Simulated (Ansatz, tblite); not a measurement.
# The cluster Al₃Sb₃: rung by rung

Aim: run the singlet of the cluster Al₃Sb₃ at one geometry on many levels, and compare frontier levels, spin and run time.

Method: as each input shows; program: Ansatz 0.2.0, Gaussian basis.

Plan: GFN1-xTB, GFN2-xTB, PBE-D4/def2-TZVP, r2SCAN-D4/def2-TZVP, ωB97X-V/def2-TZVP, B2PLYP/def2-TZVP, r2SCAN0-D4/def2-TZVP, PBE+10HF/def2-SVP, PBE+15HF/def2-SVP, PBE+40HF/def2-SVP, PBE-D4/def2-SVP, PBE0-D4/def2-SVP, PBE0-D4/def2-TZVPD, PBE-D4/def2-TZVPD, ωB97X-V/def2-TZVPD, CCSD(T)/def2-SVP, MP2/def2-TZVP, RPA/def2-TZVP.

5 further runs of the same task are left out: 2 that didn't finish, 3 set aside as unsound or not needed. Runs told in other sessions of the task aren't counted.

### Step 1. The geometry

The singlet was relaxed beforehand with PBE0-D4/def2-SVP. At that level it is the lowest of the isomers that a small search found.

6 atoms, charge 0, spin multiplicity 1.

Bond lengths: Al1–Sb4 2.644 Å, Al1–Sb6 2.644 Å, Al2–Al3 2.694 Å, Al2–Sb5 2.932 Å, Al3–Sb4 2.653 Å, Al3–Sb6 2.653 Å, Sb4–Sb5 2.874 Å, Sb5–Sb6 2.874 Å. Angles: Sb4–Al1–Sb6 102.6°, Al3–Al2–Sb5 63.7°, Al2–Al3–Sb4 97.3°, Al2–Al3–Sb6 97.3°, Sb4–Al3–Sb6 102.2°, Al1–Sb4–Al3 71.7°, Al1–Sb4–Sb5 67.3°, Al3–Sb4–Sb5 65.0° and more.

Sb takes a core potential in the def2 sets. No spin-orbit coupling is included.

PBE0-D4/def2-TZVP was run before; its log isn't repeated, and its numbers join the tables.

### Step 2. GFN1-xTB

Tight binding, by tblite at 300 K electronic temperature and without a spin-polarisation term:

```python
tblite.interface.Calculator('GFN1-xTB', numbers, positions, charge=0, uhf=0).singlepoint()
```

Energy -309.2663 eV, HOMO -7.82 eV, LUMO -7.28 eV; 0.009 s.

### Step 3. GFN2-xTB

Tight binding, by tblite at 300 K electronic temperature and without a spin-polarisation term:

```python
tblite.interface.Calculator('GFN2-xTB', numbers, positions, charge=0, uhf=0).singlepoint()
```

Energy -263.9184 eV, HOMO -7.63 eV, LUMO -7.28 eV; 0.019 s.

### Step 4. PBE-D4/def2-TZVP

start.molden holds the orbitals of an earlier run on this state, given as this run's starting guess.

Contents of in.yaml:

```yaml
crystal:
  periodic: [false, false, false]
  atoms:
    - {symbol: Al, position_ang: [1.192646, -1.827092, -0.712220]}
    - {symbol: Al, position_ang: [-1.428923, 2.219487, 0.904966]}
    - {symbol: Al, position_ang: [-0.905041, 0.433603, -1.043215]}
    - {symbol: Sb, position_ang: [1.730138, 0.735773, -1.080117]}
    - {symbol: Sb, position_ang: [0.606432, 0.197348, 1.509274]}
    - {symbol: Sb, position_ang: [-1.195242, -1.759118, 0.421303]}
basis:
  gaussian: {orbitals: def2-TZVP, initial_orbitals: start.molden}
hamiltonian: {xc: pbe, dispersion: d4}
scf: {omitted_lower_state_checks: [starts]}
output: {forces: true, orbitals: {seedname: orbitals}}
```

On the command line:

```
$ ansatz run in.yaml --threads 4 --pin off --events-out ev --progress --plain --max-ram 4787MiB
```

After this run come: r2SCAN-D4/def2-TZVP; ωB97X-V/def2-TZVP; B2PLYP/def2-TZVP; r2SCAN0-D4/def2-TZVP; PBE+10HF/def2-SVP; PBE+15HF/def2-SVP; PBE+40HF/def2-SVP; PBE-D4/def2-SVP; PBE0-D4/def2-SVP; PBE0-D4/def2-TZVPD; PBE-D4/def2-TZVPD; ωB97X-V/def2-TZVPD; CCSD(T)/def2-SVP; MP2/def2-TZVP; RPA/def2-TZVP.

Before running them: what should the planned runs give, taken together? Wanted: gap in def2-TZVP, named functionals, smallest and largest; gap over the share of exact exchange; correlation energy, CCSD(T)/def2-SVP; correlation energy, MP2/def2-TZVP; binding an atom, CCSD(T)/def2-SVP; PBE0 total energy, smallest basis above largest.

The runs gave:

| quantity | value |
| --- | --- |
| gap in def2-TZVP, named functionals, smallest and largest | 1.10 eV (PBE-D4), 5.11 eV (ωB97X-V) |
| gap over the share of exact exchange | 1.10 eV at 0, 2.75 eV at 0.4 |
| correlation energy, CCSD(T)/def2-SVP | -16.15 eV |
| correlation energy, MP2/def2-TZVP | -34.90 eV |
| binding an atom, CCSD(T)/def2-SVP | 1.821 eV |
| PBE0 total energy, smallest basis above largest | 7.53 eV (def2-SVP, def2-TZVPD) |

Over the named functionals in def2-TZVP the gap runs from 1.10 eV (PBE-D4) to 5.11 eV (ωB97X-V); exact exchange widens it. Raising the share of exact exchange from 0 to 0.4 moves the HOMO by -1.01 eV and the LUMO by +0.64 eV. The functionals in def2-TZVP miss CCSD(T)/def2-SVP by +0.334 (B2PLYP) to +0.610 eV (PBE-D4) an atom. The yardstick is in a double-zeta basis, so levels in larger sets aren't compared like for like. CCSD(T)/def2-SVP isn't at the basis-set limit; small misses against it rank nothing.
